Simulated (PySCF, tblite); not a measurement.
# C₅H₇FNO radical: geometry, infrared bands and EPR parameters

Aim: predict the infrared bands and EPR parameters of C₅H₇FNO radical (`CNC1=CO[C](F)C1`).

Computed with tblite 0.8.0 and PySCF 2.14.0, with density-fitted response routines of our own, on a single molecule in the gas phase. Atoms count from 0, in the outputs and in this text.

## 1. The starting structure

15 atoms, charge 0, multiplicity 2; geometry from: force field or distance geometry start.

Bonds of the start (Å): C0–N1 1.42, N1–C2 1.42, C2–C3 1.33, C3–O4 1.41, O4–C5 1.39, C5–F6 1.38, C5–C7 1.50, C7–C2 1.51, C0–H8 1.12, C0–H9 1.09, C0–H10 1.13, N1–H11 1.07, C3–H12 1.09, C7–H13 1.09, C7–H14 1.11.

## 2. Optimising the geometry with GFN2-xTB

Job settings and geometry (Å):

```
{"job": {"kind": "relax", "xc": "GFN2-xTB", "basis": "xTB"}, "charge": 0, "multiplicity": 2}
C     -2.288500     0.154700    -0.280700
N     -1.113400     0.163100     0.514200
C      0.192800    -0.174000     0.077400
C      0.577400    -0.616700    -1.120000
O      1.972500    -0.814800    -1.095900
C      2.555100    -0.134700    -0.034100
F      2.993200     1.141700    -0.307600
C      1.418900    -0.043100     0.943000
H     -2.695600     1.200000    -0.285100
H     -2.134700    -0.128500    -1.317300
H     -3.026700    -0.523600     0.243000
H     -1.221300     0.428300     1.545800
H     -0.071600    -0.827000    -1.969700
H      1.437300    -0.808700     1.722200
H      1.400400     0.991400     1.342900
```

Run with:

```
OMP_NUM_THREADS=1 python probes_run.py task.json out
```

This one command runs all jobs of the session in turn.

**Question.** This job is followed by: GFN2-xTB harmonic vibrations, gas phase; UKS B3LYP, pcH-1 on C F H N O, non-relativistic, mean-field spin-orbit, GIAO. Predict these results of the whole session: strongest single infrared mode (GFN2-xTB); zero-point energy (GFN2-xTB); g(iso) (B3LYP); ⟨S²⟩; largest a(iso) (averaged by class); potential on the surface of density 0.002 e/bohr³, 1st and 99th percentile.

**Answer**, as computed:

| quantity | value |
| --- | --- |
| strongest single infrared mode (GFN2-xTB) | 1659 cm⁻¹, 204 km/mol |
| zero-point energy (GFN2-xTB) | 71.0 kcal/mol |
| g(iso) (B3LYP) | 2.00353 |
| ⟨S²⟩ | 0.754 (exact 0.75) |
| largest a(iso) (averaged by class) | 13C on C5, 379.7 MHz |
| potential on the surface of density 0.002 e/bohr³, 1st and 99th percentile | -1.31 V and 1.97 V |

What this shows: Over 85 steps the energy fell by 1.066 eV; of the close pairs, N1–H11 changed most, 1.071 to 1.010 Å. All 39 modes are real, so the xTB geometry is a minimum. The strongest single mode, at 1659 cm⁻¹, moves mainly C2. Unscaled tight-binding wavenumbers are off by several per cent, some by more. Its intensities can rank the bands wrongly. Most of the unpaired spin sits on C5 (0.78 e). The isotropic g lies 1.2 ppt above the free-electron value. These values are for one conformer; the search (at its own cheap level) found 2 more, at 0.46, 0.47 kcal/mol, and measured spectra average over such forms.
